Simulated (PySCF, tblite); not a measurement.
# C₇H₁₁AlF₂: geometry, infrared bands and NMR shifts

Aim: predict the infrared bands and NMR shifts of C₇H₁₁AlF₂ (`[F][Al]([F])[C@@H]1C[C@@H]2CCC[C@@H]21`).

The runs use tblite 0.8.0 and PySCF 2.14.0, with density-fitted response routines of our own; the level of theory stands in each step. All values are computed, except where a source is named. Atoms count from 0, in the outputs and in this text.

### 1 The molecule as given

21 atoms, charge 0, multiplicity 1; geometry from: force field or distance geometry start.

Bonds of the start (Å): F0–Al1 1.82, Al1–F2 1.81, Al1–C3 1.97, C3–C4 1.53, C4–C5 1.50, C5–C6 1.49, C6–C7 1.50, C7–C8 1.50, C8–C9 1.49, C9–C3 1.50, C9–C5 1.53, C3–H10 1.13, C4–H11 1.10, C4–H12 1.10, C5–H13 1.10, C6–H14 1.13, C6–H15 1.10, C7–H16 1.11, C7–H17 1.11, C8–H18 1.13, C8–H19 1.09, C9–H20 1.12.

### 2 Relaxing the molecule with GFN2-xTB

The job: settings as JSON, then the geometry in Å.

```
{"job": {"kind": "relax", "xc": "GFN2-xTB", "basis": "xTB"}, "charge": 0, "multiplicity": 1}
F      3.995300    -0.169400    -1.268300
Al     2.647300     0.826100    -0.547500
F      3.142600     2.509000    -0.094600
C      1.390200    -0.149400     0.610900
C      0.607100    -1.279900    -0.049500
C     -0.501000    -0.943900     0.898500
C     -1.866400    -0.738200     0.345400
C     -1.725700     0.302000    -0.719700
C     -0.628100     1.183700    -0.199300
C      0.063600     0.474400     0.915300
H      1.861100    -0.494500     1.575300
H      0.453100    -1.033400    -1.113800
H      1.143100    -2.226000     0.125100
H     -0.390600    -1.481700     1.849200
H     -2.479100    -0.264200     1.165700
H     -2.371900    -1.652000     0.007700
H     -2.706300     0.812300    -0.813700
H     -1.429100    -0.147900    -1.688100
H     -1.152800     2.075800     0.250500
H      0.010900     1.503000    -1.026800
H     -0.072300     0.911200     1.932200
```

Command:

```bash
$ OMP_NUM_THREADS=1 python probes_run.py task.json out
```

One launch serves the whole session: the jobs run in the order shown.

**Question.** This job is followed by: GFN2-xTB harmonic vibrations, gas phase; GIAO PBE0/pcSseg-1 NMR shielding, non-relativistic, gas phase. Predict these results of the whole session: strongest single infrared mode (GFN2-xTB); zero-point energy (GFN2-xTB); 13C shifts against TMS (PBE0/pcSseg-1); 1H shifts against TMS (PBE0/pcSseg-1); 19F shifts against CFCl3 (PBE0/pcSseg-1, means over atoms taken as alike); 27Al shifts against AlH4- (PBE0/pcSseg-1).

As calculated:

| quantity | value |
| --- | --- |
| strongest single infrared mode (GFN2-xTB) | 822 cm⁻¹, 154 km/mol |
| zero-point energy (GFN2-xTB) | 104.8 kcal/mol |
| 13C shifts against TMS (PBE0/pcSseg-1) | 41.6, 40.9, 39.7, 36.9, 29.2, 27.7, 24.7 ppm |
| 1H shifts against TMS (PBE0/pcSseg-1) | 2.92, 2.87, 2.53, 2.48, 2.26, 1.79, 1.67, 1.61, 1.56, 1.54, 1.30 ppm |
| 19F shifts against CFCl3 (PBE0/pcSseg-1, means over atoms taken as alike) | -164.7 ppm |
| 27Al shifts against AlH4- (PBE0/pcSseg-1) | 32.5 ppm |

**Reading.** The optimisation took 145 steps and gained 1.636 eV; among the close pairs (by a distance rule), F0–Al1 changed most, from 1.824 to 1.654 Å. All 57 modes are real, so the xTB geometry is a minimum. The strongest single mode, at 822 cm⁻¹, is spread over several atoms, Al1, F2, F0 among them. Unscaled tight-binding wavenumbers are off by several per cent, some by more. Its intensities can rank the bands wrongly. At PBE0/pcSseg-1: Shielding is most anisotropic at F0, F2 (span 198 ppm, paramagnetic term -132 ppm).
